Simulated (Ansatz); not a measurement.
Runs of Ansatz 0.2.0 on ZnMo3. The structure is cubic, space group Pm-3m (No. 221). Conventional cell: a = 3.943 Å, b = 3.943 Å, c = 3.943 Å, α = 90.00°, β = 90.00°, γ = 90.00°. Mo (site symmetry 4/mmm) is surrounded by 8 Mo at 2.79 Å and 4 Zn at 2.79 Å. Zn (site symmetry m-3m) is surrounded by 12 Mo at 2.79 Å. The cell comes from a database or a generator and needn't be the stable form of this composition.

| level | cutoff (eV) | gap on the mesh (eV) | pressure (GPa) |
| --- | --- | --- | --- |
| r2SCAN0 | 500 | none | (a) |
| RPBE | 420 | none | 2.2 |
| BLYP | 420 | none | 7.4 |
| revPBE | 420 | none | (b) |
| PBE | 420 | none | -1.4 |
| PBE0 | 420 | none | -6.6 |
| PBEsol | 420 | none | -8.8 |
| HSE06 | 420 | none | -6.6 |

Alike in all rows: task projected density of states; potentials or basis Ansatz PAW; no spin polarisation; cell as given; k mesh 4 × 4 × 4; smearing fermi-dirac 0.05 eV; the mesh is coarse, so values aren't converged.

Question: Estimate the missing entries.

Answer: (a) -7.8; (b) 1.2.

Caveats: all runs use coarse meshes; the density of states is complete only up to the lowest level of the last band computed; the PAW data sets come from PBE, with cores solved anew for the run's functional, which leaves a small shift of forces and pressure (some runs); the thresholds are loose for stress (some runs).

A k mesh can miss the band edges, and the runs leave out spin-orbit coupling on Mo.

A gap of «none» marks a metal or a gap under the smearing width.
